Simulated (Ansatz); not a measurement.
# CHF2GeN: basis-set convergence

One table from this session's results is given with a row withheld; the runs are named, their logs left out.

Program: Ansatz 0.2.0, Gaussian basis. Level of theory: one geometry, several basis sets. These are calculated values, not measurements.

Levels to be run: PBE0-D4/def2-SVP; ωB97M-V/def2-SVP; PBE0-D4/def2-QZVPP; ωB97M-V/def2-QZVPP; the functionals' def2-TZVPP values are taken from earlier runs.

### The geometry

An earlier PBE0-D4 in a triple-zeta def2 set relaxation fixed the geometry.

6 atoms, charge 0, spin multiplicity 1.

Atoms are counted from 1 here; the program's logs count them from 0.

Bond lengths: N1–C2 1.150 Å, C2–Ge3 1.910 Å, Ge3–F4 1.711 Å, Ge3–F5 1.711 Å, Ge3–H6 1.518 Å. Angles: N1–C2–Ge3 177.5°, C2–Ge3–F4 106.5°, C2–Ge3–F5 106.5°, C2–Ge3–H6 115.2°, F4–Ge3–F5 106.3°, F4–Ge3–H6 110.9°, F5–Ge3–H6 110.9°.

Set-up of the first run:

Input file in.yaml:

```yaml
crystal:
  periodic: [false, false, false]
  atoms:
    - {symbol: N, position_ang: [1.935417, -1.316054, 0.912326]}
    - {symbol: C, position_ang: [1.049131, -0.715531, 0.491174]}
    - {symbol: Ge, position_ang: [-0.432522, 0.316371, -0.131577]}
    - {symbol: F, position_ang: [-1.568639, -0.795349, -0.764483]}
    - {symbol: F, position_ang: [0.135405, 1.230773, -1.461457]}
    - {symbol: H, position_ang: [-1.076691, 1.215690, 0.907818]}
basis:
  gaussian: {orbitals: def2-SVP}
hamiltonian: {xc: pbe0, dispersion: d4}
output: {orbitals: {seedname: orbitals}}
```

Run with:

```
$ ansatz run in.yaml --threads 2 --pin off --events-out ev --progress --plain --max-ram 32768MiB --backend cpu
```

Among the steps run: PBE0-D4 in def2-SVP; ωB97M-V in def2-SVP; PBE0-D4 in def2-QZVPP; ωB97M-V in def2-QZVPP.

One table of the session follows, with a row left open; its other results are not shown here.

It belongs to the step «Functionals by basis». 

```
functional       basis  HOMO (eV)
   PBE0-D4    def2-SVP          ?
   PBE0-D4  def2-TZVPP     -10.76
   PBE0-D4  def2-QZVPP     -10.78
   ωB97M-V    def2-SVP     -13.01
   ωB97M-V  def2-TZVPP     -13.09
   ωB97M-V  def2-QZVPP     -13.11
```

Estimate the missing values for PBE0-D4, def2-SVP.

The run gave: HOMO (eV): -10.71. In the column «HOMO (eV)» it is the highest.
